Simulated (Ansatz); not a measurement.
**CH3F3NTa: small, medium and large basis sets**

Aim: see how fast density functionals converge with the basis set for CH3F3NTa.

The runs use Ansatz 0.2.0, Gaussian basis; one geometry, several basis sets.

The runs, in order: PBE0-D4/def2-SVP; ωB97M-V/def2-SVP; PBE0-D4/def2-QZVPP; ωB97M-V/def2-QZVPP; the functionals' def2-TZVPP values are taken from earlier runs.

## (1) Structure used throughout

An earlier PBE0-D4 in a triple-zeta def2 set relaxation fixed the geometry. Ta takes the def2 core potential; no spin-orbit term is included.

SMILES `C[N]=[Ta]([F])([F])[F]`, 9 atoms, charge 0, spin multiplicity 1.

Atoms are counted from 1 here; the program's logs count them from 0.

Bond lengths: C1–N2 1.419 Å, C1–H7 1.095 Å, C1–H8 1.095 Å, C1–H9 1.095 Å, N2–Ta3 1.752 Å, Ta3–F4 1.881 Å, Ta3–F5 1.881 Å, Ta3–F6 1.881 Å. Angles: N2–C1–H7 110.9°, N2–C1–H8 110.9°, N2–C1–H9 110.9°, H7–C1–H8 108.0°, H7–C1–H9 108.0°, H8–C1–H9 108.0°, C1–N2–Ta3 180.0°, N2–Ta3–F4 107.7°, N2–Ta3–F5 107.7°, N2–Ta3–F6 107.7°, F4–Ta3–F5 111.2°, F4–Ta3–F6 111.2°, F5–Ta3–F6 111.2°.

## (2) PBE0-D4 in def2-SVP

Input file in.yaml:

```yaml
crystal:
  periodic: [false, false, false]
  atoms:
    - {symbol: C, position_ang: [0.224283, -1.321171, 0.931738]}
    - {symbol: N, position_ang: [0.037903, -0.174100, 0.117669]}
    - {symbol: Ta, position_ang: [-0.193401, 1.242350, -0.887019]}
    - {symbol: F, position_ang: [-1.515887, 0.832081, -2.159531]}
    - {symbol: F, position_ang: [1.449275, 1.630795, -1.716059]}
    - {symbol: F, position_ang: [-0.740386, 2.653158, 0.229640]}
    - {symbol: H, position_ang: [1.257643, -1.677740, 0.872479]}
    - {symbol: H, position_ang: [-0.434231, -2.135990, 0.614069]}
    - {symbol: H, position_ang: [0.003100, -1.095584, 1.979915]}
basis:
  gaussian: {orbitals: def2-SVP}
hamiltonian: {xc: pbe0, dispersion: d4}
output: {orbitals: {seedname: orbitals}}
```

The runs that follow: ωB97M-V in def2-SVP; PBE0-D4 in def2-QZVPP; ωB97M-V in def2-QZVPP.

**Question.** What will the summary of the whole plan be? Wanted: PBE0-D4: double and triple zeta above quadruple; ωB97M-V: double and triple zeta above quadruple.

**Answer**, as computed:

| quantity | value |
| --- | --- |
| PBE0-D4: double and triple zeta above quadruple | 14.12, 0.60 eV |
| ωB97M-V: double and triple zeta above quadruple | 14.45, 0.56 eV |

**Reading.** For PBE0-D4 the step from double to triple zeta gains 13.53 eV and the next only 0.60 eV. These are total energies; as a rule much of such shifts cancels in differences, which this series doesn't test. The LUMO of ωB97M-V is positive and keeps falling with the basis (0.91 to 0.40 eV): an unbound level that the basis holds in place.
